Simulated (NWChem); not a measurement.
# SiH2O2 (SMILES O[Si]O): PBE0/pcseg-1

What is the electronic atomisation energy of SiH2O2 at PBE0/pcseg-1? 

The results are computed with NWChem 7.3.0.

### Step 1. The structure to begin with

SiH2O2 has 5 atoms, charge 0, and is taken as a singlet. As SMILES, `O[Si]O`. Geometry: relaxed at PBE0-D4/def2-TZVP. This is one conformer, not always the lowest.

Bond lengths: O1–Si2 1.642 Å, Si2–O3 1.663 Å, O1–H4 0.964 Å, O3–H5 0.960 Å. Angles: O1–Si2–O3 99.4°, Si2–O1–H4 117.5°, Si2–O3–H5 116.1°.

### Step 2. A single-point energy at PBE0/pcseg-1 (run 1)

The input, input.nw:

```
start input
memory stack 880 mb heap 220 mb global 1100 mb
charge 0

geometry units angstroms noautosym nocenter noautoz
 O     -1.443200    -0.105600    -0.275000
 Si    -0.212000    -0.791300     0.567700
 O      1.036000     0.187500     0.068600
 H     -1.231900     0.648900    -0.836100
 H      1.901100    -0.013100     0.433400
end

basis spherical bse
 * library pcseg-1
end

dft
 xc pbe0
 mult 1
 grid fine
 convergence energy 1e-08
 iterations 100
 mulliken
 print low
end

task dft energy
```

Run with:

```
$ nwchem input.nw > input.out
```

Standard output:

```text
[...]
 d= 0,ls=0.0,diis     1   -440.7848611083 -5.44D+02  2.08D-02  8.20D-01     0.8
[...]
 d= 0,ls=0.0,diis     8   -440.8698972631 -9.07D-11  3.97D-06  1.14D-07     4.7
         Total DFT energy =     -440.869897263135
      One electron energy =     -815.901086552266
           Coulomb energy =      309.973992678324
    Exchange-Corr. energy =      -38.589064523920
 Nuclear repulsion energy =      103.646261134727
[...]
      Total Density - Mulliken Population Analysis
     ---------------------------------------------
    Atom       Charge   Shell Charges
 -----------   ------   -------------------------------------------------------
    1 O    8     8.51   2.00  0.90  0.84  2.96  1.80  0.01
    2 Si  14    13.46   2.00  1.99  1.10  0.67  5.98  1.31  0.15  0.24
    3 O    8     8.54   2.00  0.90  0.85  2.96  1.83  0.01
    4 H    1     0.76   0.67  0.03  0.06
    5 H    1     0.74   0.67  0.01  0.06
[...]
```

It took 5.4 s on 1 thread of Intel Xeon Platinum 8488C (Sapphire Rapids), shared host; peak memory 0.11 GiB.

### Step 3. The H atom, same level (run 2)

The input, calc.xyz:

```xyz
1
H energy
H      0.000000     0.000000     0.000000
```

The input, calc.nw:

```
START calc
TITLE "H energy"
memory total 2200 mb

GEOMETRY units angstroms noautosym nocenter noautoz
load calc.xyz
END

BASIS spherical bse
H library pcseg-1
END

DFT
xc pbe0
mult 2
grid fine
convergence energy 1e-08
maxiter 100
mulliken
noprint "final vectors analysis"
END

TASK dft energy
```

Run the same way, it converges to -0.50043 Eh (log not shown).

Run 3 isn't shown in full; the table further down has it.

### Step 4. The Si atom at the same level (run 4)

The input, si.nw:

```
start si
title "Si energy"
memory total 2200 mb
geometry units angstrom noautosym nocenter noautoz
  Si    0.000000    0.000000    0.000000
end
basis "ao basis" spherical bse
  * library pcseg-1
end
dft
  xc pbe0
  mult 3
  grid fine
  convergence energy 1e-08
  maxiter 100
  mulliken
  print low
end
task dft energy
```

Run the same way, it converges to -289.23171 Eh (log not shown).

### Step 5. All runs side by side

| run | level | partner | energy (Eh) | wall time |
| --- | --- | --- | --- | --- |
| 1 | PBE0/pcseg-1 | base | -440.869897 | 5.4 s |
| 2 | UPBE0/pcseg-1 | atoms | -0.500429 | 0.79 s |
| 3 | UPBE0/pcseg-1 | atoms | -74.973434 | 0.89 s |
| 4 | UPBE0/pcseg-1 | atoms | -289.231712 | 1.4 s |

### Step 6. What came out

At PBE0/pcseg-1:

```
                     quantity          value
        Si atom: total energy  -289.23171 Eh
                Si atom: ⟨S²⟩          2.002
electronic atomisation energy      18.788 eV
```

In words: Taking the molecule apart into free atoms costs 18.79 eV (1813 kJ/mol), before zero-point energy and without spin-orbit coupling. All runs together took 8.4 s, the longest 5.4 s.
